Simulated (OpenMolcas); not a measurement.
# GeSiH6 (SMILES [SiH3][GeH3]), step by step

We compute a single-point energy (HF/ANO-RCC-MB), then the energy (CASSCF(2,2)/ANO-RCC-VDZP), then the energy along one coordinate (CASPT2(2,2)/ANO-RCC-VDZP), then the energy along one coordinate (SC-NEVPT2(2,2)/ANO-RCC-VDZP), then an energy scan (MC-PDFT[tPBE](2,2)/ANO-RCC-VDZP) of GeSiH6. 

The results are computed with OpenMolcas 26.06.

## 1. The molecule

GeSiH6: 8 atoms, total charge 0, spin state singlet. As SMILES, `[SiH3][GeH3]`. Geometry: relaxed at PBE0-D4/def2-TZVP.

Bond lengths: Si1–Ge2 2.378 Å, Si1–H3 1.487 Å, Si1–H4 1.487 Å, Si1–H5 1.487 Å, Ge2–H6 1.538 Å, Ge2–H7 1.538 Å, Ge2–H8 1.538 Å. Some angles: Si1–Ge2–H6 110.6°, Si1–Ge2–H7 110.6°, Si1–Ge2–H8 110.6°, Ge2–Si1–H3 110.1°, Ge2–Si1–H4 110.1°, Ge2–Si1–H5 110.1°, H6–Ge2–H7 108.3°, H6–Ge2–H8 108.3°, H7–Ge2–H8 108.3°, H3–Si1–H4 108.8°.

## 2. The energy at HF/ANO-RCC-MB (DKH2) (run 1)

Input file struct.xyz:

```xyz
8

Si    -0.516700     0.386500    -1.010200
Ge     0.529700    -0.393800     0.977400
H     -1.894900     0.857200    -0.710900
H     -0.590800    -0.708400    -2.013300
H      0.260800     1.514500    -1.587400
H      0.619100     0.733600     2.019400
H      1.954300    -0.890500     0.679100
H     -0.269300    -1.556200     1.590100
```

Input file step1.input:

```
* GeH6Si Hartree-Fock

&GATEWAY
 Coord = struct.xyz
 Basis = ANO-RCC-MB
 Group = NoSym

&SEWARD

&SCF
 PrOrbitals = 0

&LOCALISATION
 Occupied
 Freeze
 Pipek-Mezey

&LOCALISATION
 FileOrb = $Project.LocOrb
 Virtual
 Pipek-Mezey
```

Command:

```console
$ export MOLCAS_MEM=1860
$ pymolcas step1.input > step1.log
```

What it wrote:

```text
--- Start Module: gateway ---
[...]
--- Stop Module: gateway /rc=_RC_ALL_IS_WELL_ ---
[...]
      Basis functions           33
[...]
       Convergence after   7 Iterations
[...]
::    Total SCF energy                              -2389.9150823815
[...]
      Total spin, S                                     0.0000000000
[...]
      Total electronic charge=   52.000000
      Total            charge=   -0.000000
[...]
      Dipole Moment (debye):
      Origin of the operator (angstrom)=    0.2296   -0.1700    0.4073
                   X=  9.4400E-03               Y= -7.8783E-03               Z=  1.8255E-02           Total=  2.2010E-02
      Quadrupole Moment (debye*angstrom):
[...]
--- Start Module: localisation ---
[...]
--- Stop Module: localisation /rc=_RC_ALL_IS_WELL_ ---
--- Start Module: localisation ---
[...]
--- Stop Module: localisation /rc=_RC_ALL_IS_WELL_ ---
[...]
```

It took 4.5 s on 1 thread of AMD EPYC 7R43 (Zen 3), shared host; peak memory 0.41 GiB.

## 3. A single-point energy at CASSCF(2,2)/ANO-RCC-VDZP (DKH2, RICD fitting) (run 2)

struct.xyz is that of step 2.

Input file step2.inp:

```
&GATEWAY
  Coord = struct.xyz
  Basis = ANO-RCC-MB
  Group = NoSym

&SEWARD

&RASSCF
  FileOrb = $CurrDir/step1.LocOrb
  Alter = 2
  1 23 26
  1 27 32
  Spin = 1
  Nactel = 2 0 0
  Inactive = 25
  Ras2 = 2
  OrbListing = Nothing
>>> COPY $Project.RunFile RUNFIL1
>>> COPY $Project.RasOrb INPORB

&GATEWAY
  Coord = struct.xyz
  Basis = ANO-RCC-VDZP
  Group = NoSym
  RICD

&SEWARD
>>> COPY $Project.RunFile RUNFIL2

&EXPBAS

&RASSCF
  FileOrb = $Project.ExpOrb
  Spin = 1
  Nactel = 2 0 0
  Inactive = 25
  Ras2 = 2
  OrbListing = Nothing
```

Command:

```console
$ export MOLCAS_MEM=1860
$ pymolcas step2.inp > step2.log
```

What it wrote:

```text
--- Start Module: gateway ---
[...]
      Basis functions           33
[...]
      Number of active orbitals                  2
[...]
      Spin quantum number                      0.0
[...]
      Active orbitals                            2
[...]
      Number of CSFs                             3
[...]
      Number of root(s) required                 1
[...]
      Convergence after  9 iterations
[...]
      printout of CI-coefficients larger than  0.05 for root  1
      energy=   -2389.929150
      conf/sym  11     Coeff  Weight
             1  20   0.99367 0.98737
             3  02  -0.11238 0.01263
      Natural orbitals and occupation numbers for root  1
      sym 1:   1.974740   0.025260
      ************************************************************************************************************************
      *                                                    Final results                                                     *
[...]
::    RASSCF root number  1 Total energy:  -2389.92914973
[...]
      Basis functions           75
[...]
      Convergence after 14 iterations
[...]
      Natural orbitals and occupation numbers for root  1
      sym 1:   1.981058   0.018942
      ************************************************************************************************************************
      *                                                    Final results                                                     *
[...]
::    RASSCF root number  1 Total energy:  -2390.06518912
[...]
      Total electronic charge=   52.000000
      Total            charge=   -0.000000
[...]
      Dipole Moment (debye):
      Origin of the operator (angstrom)=    0.2296   -0.1700    0.4073
                   X= -2.3932E-01               Y=  1.5091E-01               Z= -3.1619E-01           Total=  4.2429E-01
      Quadrupole Moment (debye*angstrom):
[...]
```

It took 12 s on 1 thread of AMD EPYC 7R43 (Zen 3), shared host; peak memory 0.41 GiB.

## 4. An energy scan at CASPT2(2,2)/ANO-RCC-VDZP (DKH2, RICD fitting, ipea shift 0.25 Eh, pt2 variant SS) (run 3)

Input file step3.input:

```
>>> COPY $CurrDir/step2.RasOrb $Project.RasOrb
>>> ForEach K in (1, 2, 3, 4, 5, 6, 7, 8, 9)

&GATEWAY
  COORD=$CurrDir/point$K.xyz
  BASIS=ANO-RCC-VDZP
  GROUP=NoSym
  RICD

&SEWARD

&RASSCF
  FILEORB=$Project.RasOrb
  SPIN=1
  NACTEL=2 0 0
  INACTIVE=25
  RAS2=2
  ORBLISTING=Nothing

&CASPT2
  IMAGINARY=0.2
  FROZEN=14
>>> EndDo
```

Command:

```console
$ export MOLCAS_MEM=1860
$ pymolcas step3.input > step3.log
```

What it wrote:

```text
[...]
      Basis functions           75
[...]
      Number of active orbitals                  2
[...]
      Spin quantum number                      0.0
[...]
      Active orbitals                            2
[...]
      Number of CSFs                             3
[...]
      Number of root(s) required                 1
[...]
      Convergence after 11 iterations
[...]
      printout of CI-coefficients larger than  0.05 for root  1
      energy=   -2390.053930
      conf/sym  11     Coeff  Weight
             1  20   0.99674 0.99349
             3  02  -0.08070 0.00651
      Natural orbitals and occupation numbers for root  1
      sym 1:   1.986976   0.013024
      ************************************************************************************************************************
      *                                                    Final results                                                     *
[...]
::    RASSCF root number  1 Total energy:  -2390.05393029
[...]
::    CASPT2 Root  1     Total energy:  -2390.43576668
[...]
      Convergence after 11 iterations
[...]
      Natural orbitals and occupation numbers for root  1
      sym 1:   1.981048   0.018952
      ************************************************************************************************************************
      *                                                    Final results                                                     *
[...]
      Convergence after 11 iterations
[...]
      Convergence after 11 iterations
[...]
      Convergence after  9 iterations
[...]
::    RASSCF root number  1 Total energy:  -2389.93552619
[...]
::    CASPT2 Root  1     Total energy:  -2390.30825189
[...]
      Convergence after 10 iterations
[...]
::    RASSCF root number  1 Total energy:  -2389.93139730
[...]
      Reference weight:           0.89981
[...]
::    CASPT2 Root  1     Total energy:  -2390.30356098
[...]
```

Run time: 76 s. Hardware: 1 thread of AMD EPYC 7R43 (Zen 3), shared host; peak memory 0.25 GiB.

The scan, from its lowest point:

```tsv
H3–Si1 (Å)	energy (kJ/mol)
1.338	26.5
1.487	0.0
1.635	13.7
1.858	68.3
2.156	156.7
2.528	250.8
2.974	321.9
3.568	361.3
4.460	373.6
```

## 5. An energy scan at SC-NEVPT2(2,2)/ANO-RCC-VDZP (DKH2, RICD fitting, pt2 variant SC-NEVPT2) (run 4)

Input file step4.input:

```
>>> EXPORT MOLCAS_PRINT=2
>>> COPY $CurrDir/step2.RasOrb $Project.RasOrb
>>> ForEach K in (1, 2, 3, 4, 5, 6, 7, 8, 9)
&gateway
coord
$CurrDir/point$K.xyz
basis
ANO-RCC-VDZP
group
NoSym
ricd
&seward
&rasscf
fileorb
$Project.RasOrb
spin
1
nactel
2 0 0
inactive
25
ras2
2
orblisting
Nothing
&caspt2
sc-nevpt2
frozen
14
>>> EndDo
```

Command:

```console
$ export MOLCAS_MEM=1860
$ pymolcas step4.input > step4.log
```

What it wrote:

```text
--- Start Module: gateway ---
[...]
      Basis functions           75
[...]
      Number of active orbitals                  2
[...]
      Spin quantum number                      0.0
[...]
      Active orbitals                            2
[...]
      Number of CSFs                             3
[...]
      Number of root(s) required                 1
[...]
      Convergence after 11 iterations
[...]
      printout of CI-coefficients larger than  0.05 for root  1
      energy=   -2390.053930
      conf/sym  11     Coeff  Weight
             1  20   0.99674 0.99349
             3  02  -0.08070 0.00651
      Natural orbitals and occupation numbers for root  1
      sym 1:   1.986976   0.013024
      ************************************************************************************************************************
      *                                                    Final results                                                     *
[...]
::    RASSCF root number  1 Total energy:  -2390.05393029
[...]
::    SC-NEVPT2 Root  1     Total energy:  -2390.43129838
[...]
      Convergence after 11 iterations
[...]
      Natural orbitals and occupation numbers for root  1
      sym 1:   1.981048   0.018952
      ************************************************************************************************************************
      *                                                    Final results                                                     *
[...]
      Convergence after 11 iterations
[...]
      Convergence after 11 iterations
[...]
      Convergence after  9 iterations
[...]
::    RASSCF root number  1 Total energy:  -2389.93552619
[...]
::    SC-NEVPT2 Root  1     Total energy:  -2390.30705733
[...]
      Convergence after 10 iterations
[...]
::    RASSCF root number  1 Total energy:  -2389.93139730
[...]
::    SC-NEVPT2 Root  1     Total energy:  -2390.30260753
[...]
```

It took 77 s on 1 thread of AMD EPYC 7R43 (Zen 3), shared host; peak memory 0.25 GiB.

The scan, from its lowest point:

```tsv
H3–Si1 (Å)	energy (kJ/mol)
1.338	28.1
1.487	0.0
1.635	12.5
1.858	65.7
2.156	152.8
2.528	245.8
2.974	316.0
3.568	354.3
4.460	366.0
```

## 6. An energy scan at MC-PDFT[tPBE](2,2)/ANO-RCC-VDZP (DKH2, RICD fitting) (run 5)

Input file step5.input:

```
>>> EXPORT MOLCAS_PRINT=2
>>> COPY $CurrDir/step2.RasOrb $Project.RasOrb
>>> ForEach K in (1, 2, 3, 4, 5, 6, 7, 8, 9)

&GATEWAY
 COORD = $CurrDir/point$K.xyz
 BASIS = ANO-RCC-VDZP
 GROUP = NoSym
 RICD

&SEWARD

&RASSCF
 FILEORB = $Project.RasOrb
 SPIN = 1
 NACTEL = 2 0 0
 INACTIVE = 25
 RAS2 = 2
 ORBLISTING = Nothing

&MCPDFT
 KSDFT = T:PBE
>>> EndDo
```

Command:

```console
$ export MOLCAS_MEM=1860
$ pymolcas step5.input > step5.log
```

What it wrote:

```text
--- Start Module: gateway ---
[...]
      Basis functions           75
[...]
      Number of active orbitals                  2
[...]
      Spin quantum number                      0.0
[...]
      Active orbitals                            2
[...]
      Number of CSFs                             3
[...]
      Number of root(s) required                 1
[...]
      Convergence after 11 iterations
[...]
      printout of CI-coefficients larger than  0.05 for root  1
      energy=   -2390.053930
      conf/sym  11     Coeff  Weight
             1  20   0.99674 0.99349
             3  02  -0.08070 0.00651
      Natural orbitals and occupation numbers for root  1
      sym 1:   1.986976   0.013024
      ************************************************************************************************************************
      *                                                    Final results                                                     *
[...]
::    RASSCF root number  1 Total energy:  -2390.05393029
[...]
::    MCPDFT root number  1 Total energy:  -2391.94908853
[...]
      Convergence after 11 iterations
[...]
      Natural orbitals and occupation numbers for root  1
      sym 1:   1.981048   0.018952
      ************************************************************************************************************************
      *                                                    Final results                                                     *
[...]
      Convergence after 11 iterations
[...]
      Convergence after 11 iterations
[...]
      Convergence after  9 iterations
[...]
::    RASSCF root number  1 Total energy:  -2389.93552619
[...]
::    MCPDFT root number  1 Total energy:  -2391.81735237
[...]
      Convergence after 10 iterations
[...]
::    RASSCF root number  1 Total energy:  -2389.93139730
[...]
::    MCPDFT root number  1 Total energy:  -2391.81321255
[...]
```

Wall time 82 s (1 thread of AMD EPYC 7R43 (Zen 3), shared host); peak memory 0.25 GiB.

The scan, from its lowest point:

```tsv
H3–Si1 (Å)	energy (kJ/mol)
1.338	28.1
1.487	0.0
1.635	12.0
1.858	64.7
2.156	152.9
2.528	250.8
2.974	329.6
3.568	374.0
4.460	384.9
```

## 7. Summary of results

| quantity | value |
| --- | --- |
| run 1, HF/ANO-RCC-MB: total energy | -2389.91508 Eh |
| run 1, HF/ANO-RCC-MB: dipole moment | 0.02 D |
| run 1, HF/ANO-RCC-MB: HOMO energy | -11.80 eV |
| run 1, HF/ANO-RCC-MB: LUMO energy | 4.29 eV |
| run 1, HF/ANO-RCC-MB: HOMO–LUMO gap | 16.09 eV |
| run 2, CASSCF(2,2)/ANO-RCC-VDZP: total energy | -2390.06519 Eh |
| run 2, CASSCF(2,2)/ANO-RCC-VDZP: dipole moment (CASSCF density) | 0.42 D |
| run 3, CASPT2(2,2)/ANO-RCC-VDZP: lowest energy of the scan | -2390.44588 Eh |
| run 4, SC-NEVPT2(2,2)/ANO-RCC-VDZP: lowest energy of the scan | -2390.44200 Eh |
| run 5, MC-PDFT[tPBE](2,2)/ANO-RCC-VDZP: lowest energy of the scan | -2391.95980 Eh |

What this shows: Mulliken charges (run 1, HF/ANO-RCC-MB) run from -0.03 on H5 to +0.10 on Si1.
